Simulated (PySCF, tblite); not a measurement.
**C4H7BN2O2S: geometry, infrared bands and NMR shifts**

Aim: predict the infrared bands and NMR shifts of C4H7BN2O2S (`COB(OC)c1ncsn1`).

Programs: tblite 0.8.0 and PySCF 2.14.0, with density-fitted response routines of our own. Each step states its level of theory. These are calculated values for one molecule in the gas phase, unless marked as measured. Atoms count from 0, in the outputs and in this text.

## 1. Starting geometry

17 atoms, charge 0, multiplicity 1; geometry from: force field or distance geometry start.

Bonds of the start (Å): C0–O1 1.40, O1–B2 1.47, B2–O3 1.46, O3–C4 1.37, B2–C5 1.57, C5–N6 1.32, N6–C7 1.32, C7–S8 1.65, S8–N9 1.80, N9–C5 1.32, C0–H10 1.12, C0–H11 1.11, C0–H12 1.12, C4–H13 1.10, C4–H14 1.13, C4–H15 1.11, C7–H16 1.08.

## 2. Optimising the geometry with GFN2-xTB

Job settings and geometry (Å):

```
{"job": {"kind": "relax", "xc": "GFN2-xTB", "basis": "xTB"}, "charge": 0, "multiplicity": 1}
C     -1.582300    -1.779000    -0.467700
O     -0.816800    -1.048900    -1.382900
B     -0.288700     0.096000    -0.635900
O     -1.170000     0.661200     0.384200
C     -1.471100     1.984800     0.184500
C      1.243600     0.026300    -0.301900
N      1.691300    -0.394400     0.861400
C      2.989400    -0.422900     1.072700
S      3.720700     0.116500    -0.307500
N      2.164200     0.393200    -1.178300
H     -2.427600    -2.306300    -0.979600
H     -0.902600    -2.551500    -0.046800
H     -1.951300    -1.107300     0.346500
H     -2.551400     2.134200     0.360800
H     -1.195100     2.361700    -0.840700
H     -0.943400     2.596400     0.946400
H      3.484100    -0.747900     1.974900
```

Run with:

```console
$ OMP_NUM_THREADS=1 python probes_run.py task.json out
```

This one command runs all jobs of the session in turn.

**Question.** This job is followed by: GFN2-xTB harmonic vibrations, gas phase; GIAO PBE0/pcSseg-1 NMR shielding, non-relativistic, gas phase. What will the session give for the following? strongest single infrared mode (GFN2-xTB); zero-point energy (GFN2-xTB); 13C shifts against TMS (PBE0/pcSseg-1, means over atoms taken as alike); 1H shifts against TMS (PBE0/pcSseg-1, means over atoms taken as alike); 17O shifts against H2O (PBE0/pcSseg-1, means over atoms taken as alike); 11B shifts against BF3·OEt2 (PBE0/pcSseg-1); 15N shifts against NH3 (PBE0/pcSseg-1); 33S shifts against CS2 (PBE0/pcSseg-1).

**Answer**, as computed:

| quantity | value |
| --- | --- |
| strongest single infrared mode (GFN2-xTB) | 1294 cm⁻¹, 364 km/mol |
| zero-point energy (GFN2-xTB) | 74.5 kcal/mol |
| 13C shifts against TMS (PBE0/pcSseg-1, means over atoms taken as alike) | 178.6, 176.2, 55.3 ppm |
| 1H shifts against TMS (PBE0/pcSseg-1, means over atoms taken as alike) | 9.49, 3.97 ppm |
| 17O shifts against H2O (PBE0/pcSseg-1, means over atoms taken as alike) | 109.0 ppm |
| 11B shifts against BF3·OEt2 (PBE0/pcSseg-1) | 23.4 ppm |
| 15N shifts against NH3 (PBE0/pcSseg-1) | 352.4, 328.9 ppm |
| 33S shifts against CS2 (PBE0/pcSseg-1) | 436 ppm |

What this shows: Over 82 steps the energy fell by 2.436 eV; of the close pairs, S8–N9 changed most, 1.805 to 1.631 Å. The lowest mode is imaginary (40i cm⁻¹), so the xTB geometry is not a minimum. The strongest single mode, at 1294 cm⁻¹, has its largest shares on B2, O1 and C5 (the list is cut at 3 atoms). GFN2-xTB is a fitted tight-binding method: band positions and strengths are rough. Its intensities can rank the bands wrongly. At PBE0/pcSseg-1: The largest span, 578 ppm, is at N6, where the paramagnetic term is -415 ppm. NICS(1)zz of -35 ppm above the planar ring from C5 marks a diatropic (aromatic) ring current.
